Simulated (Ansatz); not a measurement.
# BiAu2: the cost of one run

Method: DFT r2SCAN, scalar-relativistic, plane waves, PAW, in Ansatz 0.2.0.

1 further run of the same task is left out (set aside as unsound or not needed).

## Step 1: Starting point

It takes space group Fd-3m (No. 227, cubic). Conventional cell: a = 8.026 Å, b = 8.026 Å, c = 8.026 Å, α = 90.00°, β = 90.00°, γ = 90.00°. Bi (site symmetry -43m) is surrounded by 12 Au at 3.33 Å and 4 Bi at 3.48 Å. Au (site symmetry -3m) is surrounded by 6 Au at 2.84 Å.

As a file:

```cif
data_structure
_symmetry_space_group_name_H-M 'P 1'
_symmetry_Int_Tables_number 1
_cell_length_a 5.6749
_cell_length_b 5.6749
_cell_length_c 5.6749
_cell_angle_alpha 60.000
_cell_angle_beta 60.000
_cell_angle_gamma 60.000
_cell_volume 129.23
loop_
_atom_site_label
_atom_site_type_symbol
_atom_site_fract_x
_atom_site_fract_y
_atom_site_fract_z
_atom_site_occupancy
Bi1 Bi 0.00000 0.00000 0.00000 1
Bi2 Bi 0.25000 0.25000 0.25000 1
Au1 Au 0.62500 0.62500 0.62500 1
Au2 Au 0.12500 0.62500 0.62500 1
Au3 Au 0.62500 0.62500 0.12500 1
Au4 Au 0.62500 0.12500 0.62500 1
```

This cell was relaxed beforehand with the same method: volume 21.54 Å³/atom, gap on the mesh none (metal).

## Step 2: Electronic structure at the relaxed geometry

input.yaml reads:

```yaml
crystal:
  lattice:
    - [0.0, 4.0127813019, 4.0127813019]
    - [4.0127813019, 0.0, 4.0127813019]
    - [4.0127813019, 4.0127813019, 0.0]
  atoms:
    - { symbol: Bi, position: [0.0, 0.0, 0.0] }
    - { symbol: Bi, position: [0.25, 0.25, 0.25] }
    - { symbol: Au, position: [0.625, 0.625, 0.625] }
    - { symbol: Au, position: [0.125, 0.625, 0.625] }
    - { symbol: Au, position: [0.625, 0.625, 0.125] }
    - { symbol: Au, position: [0.625, 0.125, 0.625] }
basis:
  ecutwfc: 500
kpoints:
  mp_grid: { grid: [8, 8, 8] }
  band_path:
    path:
      - [[0.0, 0.0, 0.0], [0.5, 0.0, 0.5], [0.625, 0.25, 0.625]]
      - [[0.375, 0.375, 0.75], [0.0, 0.0, 0.0], [0.5, 0.5, 0.5], [0.5, 0.25, 0.75], [0.5, 0.0, 0.5]]
    npoints: 14
hamiltonian:
  xc: r2scan
scf:
  occupations: { method: gaussian, width: 0.1 }
  n_extra_bands: 15
output:
  forces: true
  stress: true
  eigenvalues: true
  populations: true
  dos: { projected: true, de: 0.02, nscf_kmesh: { grid: [12, 12, 12] } }
  bader: true
  write_density: true
  write_potential: true
  elf: true
  volumetric_format: npy
```

The run is started by

```sh
$ ansatz run input.yaml --threads 2 --pin off --max-ram 5120MiB --backend cpu --events-out ev --progress --plain --runs-dir out
```

**Question.** How long does this run take on 2 threads of Intel Xeon 6975P-C (Granite Rapids), shared host, and how much memory does it need?

About 59 s, with a peak of 1.1 GiB.
